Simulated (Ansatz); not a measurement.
Predict the output of the script below (the Python package of Ansatz (0.2.0)).

The script, `polymorphs_c.py`:
```python
import warnings

import ansatz as az
import numpy as np
import pandas as pd
import spglib

PHASES = {
    "Fmmm": (
        [[0.0, 2.127, 3.348], [1.228, 0.0, 3.348], [1.228, 2.127, 0.0]],
        [
            ("C", [1 / 6, 5 / 6, 1 / 6]),
            ("C", [5 / 6, 1 / 6, 5 / 6]),
        ],
    ),
    "Cmmm": (
        [[2.115211, -4.359311, 0.0], [2.115211, 4.359311, 0.0], [0.0, 0.0, 2.499596]],
        [
            ("C", [0.648215, 0.981391, 0.0]),
            ("C", [0.351785, 0.018609, 0.0]),
            ("C", [0.018609, 0.351785, 0.0]),
            ("C", [0.981391, 0.648215, 0.0]),
            ("C", [0.404729, 0.226375, 0.5]),
            ("C", [0.595271, 0.773625, 0.5]),
            ("C", [0.773625, 0.595271, 0.5]),
            ("C", [0.226375, 0.404729, 0.5]),
        ],
    ),
    "P6_3/mmc": (
        [[2.5221, 0.0, 0.0], [-1.26105, 2.184203, 0.0], [0.0, 0.0, 4.1186]],
        [
            ("C", [1 / 3, 2 / 3, 0.0625]),
            ("C", [2 / 3, 1 / 3, 0.5625]),
            ("C", [1 / 3, 2 / 3, 0.4375]),
            ("C", [2 / 3, 1 / 3, 0.9375]),
        ],
    ),
}


def build(vectors, sites):
    crystal = az.Crystal(lattice=az.Lattice.of(vectors))
    for symbol, position in sites:
        crystal = crystal.atom(symbol, position)
    return crystal


def solve(name, crystal):
    calc = (
        crystal.calculation()
        .functional("r2scan")
        .basis(500)
        .kpoints(spacing=0.3)
        .occupations("fermi_dirac", width=0.05)
        .stress()
        .band_table()
    )
    return calc.run()


def space_group(outcome):
    sites = outcome.report["lattice"]["sites"]
    kinds = sorted({site["symbol"] for site in sites})
    cell = (outcome.lattice.cell_ang, [site["position_frac"] for site in sites], [kinds.index(site["symbol"]) for site in sites])
    return spglib.get_spacegroup(cell, symprec=0.01)


def volume_per_atom(outcome):
    return abs(np.linalg.det(outcome.lattice.cell_ang)) / len(outcome.lattice.sites)


def pressure_gpa(outcome):
    return float(np.trace(outcome.report["stress_gpa"]) / 3)

warnings.simplefilter("ignore", az.DeckWarning)

phases = {name: build(*cell) for name, cell in PHASES.items()}

done = {}
for name, crystal in phases.items():
    try:
        done[name] = solve(name, crystal)
    except az.NonConvergedError as error:
        print(name, "did not converge:", str(error)[:120])

energy = {name: o.report["energy_sigma0_ev"] / len(o.lattice.sites) for name, o in done.items()}
lowest = min(energy.values())
rows = [(name, len(o.lattice.sites), 1000 * (energy[name] - lowest), space_group(o), volume_per_atom(o), pressure_gpa(o)) for name, o in done.items()]
rows.sort(key=lambda row: row[2])
print(pd.DataFrame(rows, columns=["phase", "atoms", "dE (meV/atom)", "space group", "V (A^3/atom)", "P (GPa)"]).round(4).to_string(index=False))
print("lowest in energy:", rows[0][0])
```

Running `python polymorphs_c.py` prints:
```text
   phase  atoms  dE (meV/atom)    space group  V (A^3/atom)  P (GPa)
    Fmmm      2         0.0000      Fmmm (69)        8.7448   0.4392
P6_3/mmc      4       142.9225 P6_3/mmc (194)        5.6721  -0.9636
    Cmmm      8       250.9409      Cmmm (65)        5.7621   3.0268
lowest in energy: Fmmm
```

By space group at the end of each run: Fmmm (+0 meV an atom, 8.7 Å³), P6_3/mmc (+143 meV an atom, 5.7 Å³) and Cmmm (+251 meV an atom, 5.8 Å³).

Notes:
- Pressure is positive in compression.
- The cells come from databases of deposited and of computed structures, and not all need be stable phases.
- The ranking holds among these structures alone, at zero temperature; the ground state may be another structure. Differences under 10 to 15 meV an atom lie within the error of mesh and functional.
- Run time: 21 s on 1 thread of Arm Neoverse V1, on a shared host, peak memory 0.62 GiB.
